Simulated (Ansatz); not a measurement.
**CH3ClFOSi radical: how energies converge with the basis set**

One table from this session's results is given with a row withheld; the runs are named, their logs left out.

Method: one geometry, several basis sets; program: Ansatz 0.2.0, Gaussian basis.

The runs, in order: PBE0-D4/def2-SVP; ωB97M-V/def2-SVP; PBE0-D4/def2-QZVPP; ωB97M-V/def2-QZVPP; the functionals' def2-TZVPP values are taken from earlier runs.

### The geometry

All runs share one geometry, relaxed beforehand with PBE0-D4 in a triple-zeta def2 set.

SMILES `CO[Si](F)Cl`, 8 atoms, charge 0, spin multiplicity 2.

Atoms are counted from 1 here; the program's logs count them from 0.

Bond lengths: C1–O2 1.415 Å, C1–H6 1.093 Å, C1–H7 1.090 Å, C1–H8 1.093 Å, O2–Si3 1.621 Å, Si3–F4 1.588 Å, Si3–Cl5 2.059 Å. Angles: O2–C1–H6 110.9°, O2–C1–H7 107.5°, O2–C1–H8 111.2°, H6–C1–H7 108.9°, H6–C1–H8 109.2°, H7–C1–H8 109.1°, C1–O2–Si3 127.1°, O2–Si3–F4 105.6°, O2–Si3–Cl5 110.7°, F4–Si3–Cl5 108.5°.

Set-up of the first run:

Input file in.yaml:

```yaml
crystal:
  periodic: [false, false, false]
  atoms:
    - {symbol: C, position_ang: [-0.458123, -0.553279, 0.973731]}
    - {symbol: O, position_ang: [0.278363, -0.634178, -0.231565]}
    - {symbol: Si, position_ang: [1.040428, 0.575484, -0.994750]}
    - {symbol: F, position_ang: [1.414288, 0.007642, -2.429902]}
    - {symbol: Cl, position_ang: [-0.216185, 2.187689, -1.238358]}
    - {symbol: H, position_ang: [0.206957, -0.409173, 1.829148]}
    - {symbol: H, position_ang: [-0.991032, -1.496017, 1.096574]}
    - {symbol: H, position_ang: [-1.182597, 0.264730, 0.939223]}
basis:
  gaussian: {orbitals: def2-SVP}
magnetization: {spin_polarized: true, initial_magnetization: 1}
hamiltonian: {xc: pbe0, dispersion: d4}
output: {orbitals: {seedname: orbitals}}
```

Steps of the session up to this table: PBE0-D4 in def2-SVP; ωB97M-V in def2-SVP; PBE0-D4 in def2-QZVPP; ωB97M-V in def2-QZVPP.

One of the session's tables, all rows but one given; the rest of the session is left out.

It belongs to the step «Functionals by basis». 

```
functional       basis  HOMO (eV)  LUMO (eV)
   PBE0-D4    def2-SVP      -6.62      -2.70
   PBE0-D4  def2-TZVPP      -6.75      -2.75
   PBE0-D4  def2-QZVPP      -6.80      -2.83
   ωB97M-V    def2-SVP      -8.39      -1.06
   ωB97M-V  def2-TZVPP          ?          ?
   ωB97M-V  def2-QZVPP      -8.60      -1.29
```

Estimate the missing values for ωB97M-V, def2-TZVPP.

The run gave: HOMO (eV): -8.54; LUMO (eV): -1.17. In the column «HOMO (eV)» it lies between ωB97M-V, def2-QZVPP (-8.60) and ωB97M-V, def2-SVP (-8.39).
